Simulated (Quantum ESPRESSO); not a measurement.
**Y3N: zone-centre phonons under several settings**

```
Y N
1.0
     0.00000    3.60671    3.60671
     3.60671    0.00000    3.60671
     3.60671    3.60671    0.00000
Y N
3 1
Direct
  0.25000 0.25000 0.25000
  0.75000 0.75000 0.75000
  0.50000 0.50000 0.50000
  0.00000 0.00000 0.00000
```

The cell was built by a generator and needn't be a form met in nature.

All runs used Quantum ESPRESSO 7.5; k mesh 2 × 2 × 2, shifted; given cell, atoms relaxed; no spin polarisation; occupations smeared at first, fixed for the response.

```tsv
level	potentials	cutoff (eV)	pressure (GPa)	lowest optical mode without the field (cm⁻¹)
PBE	GBRV 1.5 PBE	612	?	?
PBE	JTH 2.0 PBE	707	-1.6	245i
PBE	SSSP 1.3 efficiency PBE	816	-1.6	244i
PBE	PseudoDojo 0.4.1 SR PBE standard	1143	-1.5	244i
PBE	PseudoDojo 0.4 SR PBE stringent	1143	-1.5	244i
PBE	SG15 PBE 1.2	1197	-1.5	231i
PBE	SPMS 1.0 PBE	1197	-1.5	243i
```

Task: What stands in the row left open?

Result: Pressure -1.6 GPa; lowest optical mode without the field 244i cm⁻¹.

Values marked i are imaginary: the cell is unstable against those modes at that level, or the meshes are too thin.

Caveats: all runs use coarse meshes; some modes are imaginary; before the sum rule the acoustic modes lie tens of cm⁻¹ from zero, a sign that the density grid also shifts the optical modes (some runs).

For the row left open. Caveat: the k mesh is coarse (spacing up to 0.75 Å⁻¹), so the values aren't converged; some modes are imaginary.
